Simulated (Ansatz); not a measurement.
# CsPbBr3: the cell at several levels of theory

An exercise on one series of results from a longer session: the logs are not shown, and one member is left open.

Code: Ansatz 0.2.0. PAW datasets, plane waves, zero pressure. No spin polarisation and no zero-point or thermal motion.

## Starting point

The symmetry is Pm-3m (No. 221, cubic); conventional cell a = 5.870 Å, 40.45 Å³ an atom. Around Cs lie 12 Br at 4.15 Å; around Pb lie 6 Br at 2.94 Å; around Br lie 2 Pb at 2.94 Å and 4 Cs at 4.15 Å.

As a file:

Space group Pm-3m (No. 221). a = 5.870 Å, b = 5.870 Å, c = 5.870 Å, α = 90.00°, β = 90.00°, γ = 90.00°
| atom | site | symmetry | x | y | z |
| --- | --- | --- | --- | --- | --- |
| Cs | 1a | m-3m | 0.0000 | 0.0000 | 0.0000 |
| Pb | 1b | m-3m | 0.5000 | 0.5000 | 0.5000 |
| Br | 3c | 4/mm.m | 0.0000 | 0.5000 | 0.5000 |

Set-up of the first run:

File input.yaml:

```yaml
crystal:
  lattice:
    - [5.87, 0.0, 0.0]
    - [0.0, 5.87, 0.0]
    - [0.0, 0.0, 5.87]
  atoms:
    - { symbol: Cs, position: [0.0, 0.0, 0.0] }
    - { symbol: Pb, position: [0.5, 0.5, 0.5] }
    - { symbol: Br, position: [0.0, 0.5, 0.5] }
    - { symbol: Br, position: [0.5, 0.0, 0.5] }
    - { symbol: Br, position: [0.5, 0.5, 0.0] }
kpoints:
  mp_grid: { grid: [4, 4, 4] }
hamiltonian:
  xc: pbe
scf:
  occupations: { method: fermi_dirac, width: 0.02 }
relax:
  f_tol: 0.005
  cell: {}
```

Among the steps run: Relaxing with PBE; Relaxation with r2SCAN; Relaxation with PBEsol; Relaxing with LDA.

One of the session's tables, all rows but one given; the rest of the session is left out.

```
 level  a (Å)  volume (Å³/atom)
   PBE  6.010            43.424
r2SCAN      ?                 ?
PBEsol  5.882            40.705
   LDA  5.784            38.697
```

Estimate the missing values for r2SCAN.

**Answer.** a (Å): 5.943; volume (Å³/atom): 41.979. In the column «a (Å)» it lies between PBEsol (5.882) and PBE (6.010).

In words: From the start to the first minimum the volume moved by +7.3 %. LDA gives the smallest cell and PBE the largest; they differ by 12.2 % in volume, a mean of 3.9 % in length.

To keep in mind: Warnings in the runs' records: band table not solved further.
